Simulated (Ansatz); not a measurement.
**WSiH₂+ (sextet): from Hartree-Fock to the top rungs at a displaced geometry (v2), def2-SVP**

One table from this session's results is given with a row withheld; the runs are named, their logs left out.

Computed with Ansatz 0.2.0, Gaussian basis. Level: def2-SVP, core rule «outside noble gas», up to 9 orbitals frozen.

To be run: UHF; CCSD(T) on ROHF; CCSD(T) on UHF; CISD; CCSDT(Q) on ROHF; CCSDT(Q) on UHF.

20 further runs of the same task are left out: 10 that didn't finish, 10 set aside as unsound or not needed.

## The geometry

The geometry is a PBE0/def2-TZVP stationary point (not a proven minimum) with its atoms shifted at random (size 0.100 Å). No spin-orbit coupling is included. Elements past krypton take def2 core potentials.

4 atoms, charge 1, spin multiplicity 6.

Atoms are counted from 1 here; the program's logs count them from 0.

Bond lengths: W1–Si2 2.433 Å, Si2–H3 1.518 Å, Si2–H4 1.416 Å. Angles: W1–Si2–H3 123.7°, W1–Si2–H4 125.7°, H3–Si2–H4 108.8°.

Set-up of the first run:

The input, in.yaml:

```yaml
crystal:
  periodic: [false, false, false]
  atoms:
    - {symbol: W, position_ang: [0.022084, -0.000612, 0.349417]}
    - {symbol: Si, position_ang: [-0.142790, 0.007761, -2.077491]}
    - {symbol: H, position_ang: [-0.066170, -1.244915, -2.930672]}
    - {symbol: H, position_ang: [0.016939, 1.140321, -2.912458]}
basis:
  gaussian: {orbitals: def2-SVP}
total_charge: 1
magnetization: {spin_polarized: true, initial_magnetization: 5}
hamiltonian: {xc: hf}
output: {orbitals: {seedname: orbitals}}
```

On the command line:

```bash
$ ansatz run in.yaml --threads 1 --pin off --events-out ev --progress --plain --max-ram 2393MiB
```

Among the steps run: UHF; CCSD(T) on ROHF; CCSD(T) on UHF; CISD; CCSDT(Q) on ROHF; CCSDT(Q) on UHF.

One of the session's tables, all rows but one given; the rest of the session is left out.

It belongs to the step «Misses and costs». 

| method | from RCCSDT(Q) (kJ/mol) |
| --- | --- |
| ROHF | +498.4 |
| UHF | +480.3 |
| RMP2 | +100.6 |
| UMP2 | +91.9 |
| CISD | +53.5 |
| RCCSD | ? |
| UCCSD | +9.1 |
| RCCSD(T) | +4.0 |
| UCCSD(T) | -4.7 |
| RCCSDT | +0.7 |
| UCCSDT | -7.9 |
| RCCSDT(Q) | 0 |
| UCCSDT(Q) | -8.7 |

Estimate the missing values for RCCSD.

**Answer.** from RCCSDT(Q) (kJ/mol): +18.0. In the column «from RCCSDT(Q) (kJ/mol)» it lies between UCCSD (+9.1) and CISD (+53.5).

To keep in mind: Restricted and unrestricted rows rest on different reference determinants; where their highest levels disagree by more than a few hundredths of an eV, they describe different states and don't form one ladder.
